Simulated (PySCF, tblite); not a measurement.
# C₇H₇Cl: geometry, infrared bands and NMR shifts

Aim: predict the infrared bands and NMR shifts of C₇H₇Cl (`ClCC=C1C=CC=C1`).

Programs: tblite 0.8.0 and PySCF 2.14.0, with density-fitted response routines of our own. Each step states its level of theory. These are calculated values for one molecule in the gas phase, unless marked as measured. Atoms are numbered from 0 throughout.

## (1) The starting structure

15 atoms, charge 0, multiplicity 1; geometry from: force field or distance geometry start.

Bonds of the start (Å): Cl0–C1 1.77, C1–C2 1.50, C2–C3 1.31, C3–C4 1.47, C4–C5 1.32, C5–C6 1.47, C6–C7 1.32, C7–C3 1.46, C1–H8 1.12, C1–H9 1.09, C2–H10 1.09, C4–H11 1.08, C5–H12 1.10, C6–H13 1.09, C7–H14 1.09.

## (2) Relaxing the molecule with GFN2-xTB

What the job is given:

```
{"job": {"kind": "relax", "xc": "GFN2-xTB", "basis": "xTB"}, "charge": 0, "multiplicity": 1}
Cl    -3.405300     0.133400    -1.539600
C     -1.683200     0.051000    -1.917900
C     -0.871100     0.807800    -0.915300
C      0.051300     0.276700    -0.159800
C      0.842700     1.009700     0.833400
C      1.674900     0.161600     1.413400
C      1.462300    -1.169200     0.837200
C      0.514700    -1.109300    -0.073600
H     -1.308500    -0.998200    -1.981000
H     -1.499700     0.513300    -2.893100
H     -1.067200     1.872000    -0.813300
H      0.780400     2.068700     1.056000
H      2.407400     0.379900     2.203000
H      1.996800    -2.078800     1.113900
H      0.100100    -1.910700    -0.690900
```

Run with:

```bash
> OMP_NUM_THREADS=1 python probes_run.py task.json out
```

One launch serves the whole session: the jobs run in the order shown.

**Question.** This job is followed by: GFN2-xTB harmonic vibrations, gas phase; GIAO PBE0/pcSseg-1 NMR shielding, non-relativistic, gas phase. What will the session give for the following? strongest single infrared mode (GFN2-xTB); zero-point energy (GFN2-xTB); 13C shifts against TMS (PBE0/pcSseg-1); 1H shifts against TMS (PBE0/pcSseg-1, means over atoms taken as alike); 35Cl shifts against HCl (PBE0/pcSseg-1); surface potential, 1st and 99th percentile.

As calculated:

| quantity | value |
| --- | --- |
| strongest single infrared mode (GFN2-xTB) | 3152 cm⁻¹, 69 km/mol |
| zero-point energy (GFN2-xTB) | 71.6 kcal/mol |
| 13C shifts against TMS (PBE0/pcSseg-1) | 153.5, 144.9, 142.2, 140.4, 132.6, 123.1, 48.8 ppm |
| 1H shifts against TMS (PBE0/pcSseg-1, means over atoms taken as alike) | 6.78, 6.72, 6.55, 6.55, 6.30, 4.54 ppm |
| 35Cl shifts against HCl (PBE0/pcSseg-1) | 135 ppm |
| surface potential, 1st and 99th percentile | -0.75 V and 1.23 V |

What this shows: Relaxing lowered the energy by 0.178 eV in 33 steps; the close pair that moved most is Cl0–C1, from 1.765 to 1.803 Å. No mode is imaginary among the 39: a minimum at this level. GFN2-xTB is a fitted tight-binding method: band positions and strengths are rough. Its intensities can rank the bands wrongly. At PBE0/pcSseg-1: Shielding is most anisotropic at Cl0 (span 452 ppm, paramagnetic term -330 ppm). By nearest atom (PBE0/pcSseg-1), the HOMO sits on C4, C7 about 28 % each; C5, C6 about 15 % each and the LUMO on C2 26 %; 5 C atoms about 10 % each.
